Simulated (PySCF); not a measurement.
# C6H8O2: the cost of one run

Programs: PySCF 2.14.0, with density-fitted response routines of our own. Each step states its level of theory. These are calculated values for one molecule, in the gas phase or a continuum, unless marked as measured. Atoms are numbered from 0 throughout.

## (1) Starting geometry

16 atoms, charge 0, multiplicity 1; geometry from: GFN2-xTB. The atoms were then displaced at random by about 0.01 Å, so the start is not that level's minimum.

Bonds of the start (Å): C0–O1 1.43, O1–C2 1.34, C2–C3 1.34, C3–C4 1.49, C4–O5 1.22, C4–C6 1.51, C6–C7 1.53, C7–C2 1.47, C0–H8 1.06, C0–H9 1.12, C0–H10 1.08, C3–H11 1.06, C6–H12 1.09, C6–H13 1.11, C7–H14 1.10, C7–H15 1.09.

## (2) Optimising the geometry at PBE0-D3(BJ)/def2-SVP

The job: settings as JSON, then the geometry in Å.

```
{"job": {"xc": "PBE0", "basis": "def2-SVP", "d3": "d3bj", "grid": 1, "shake": 0.01, "kind": "geom"}, "charge": 0, "multiplicity": 1}
C      2.599660     0.268240    -0.508260
O      1.378910    -0.173410    -1.112640
C      0.243810    -0.076210    -0.399320
C      0.096530     0.406720     0.846930
C     -1.341230     0.294350     1.204740
O     -1.861650     0.642890     2.251800
C     -2.062010    -0.325970     0.029900
C     -0.985630    -0.564140    -1.037030
H      3.364430     0.137690    -1.226950
H      2.506900     1.355760    -0.262630
H      2.793880    -0.270070     0.407800
H      0.801150     0.816120     1.527140
H     -2.588910    -1.231360     0.345480
H     -2.868120     0.360510    -0.301260
H     -0.904940    -1.634900    -1.292540
H     -1.191850    -0.008610    -1.949090
```

Command:

```bash
$ OMP_NUM_THREADS=1 python probes_run.py task.json out
```

One launch serves the whole session: the jobs run in the order shown.

**Question.** How long does this first job take on 1 thread of Intel Xeon Platinum 8488C, shared host, and how much memory does it need?

About 69 s, with a peak of 0.62 GiB.
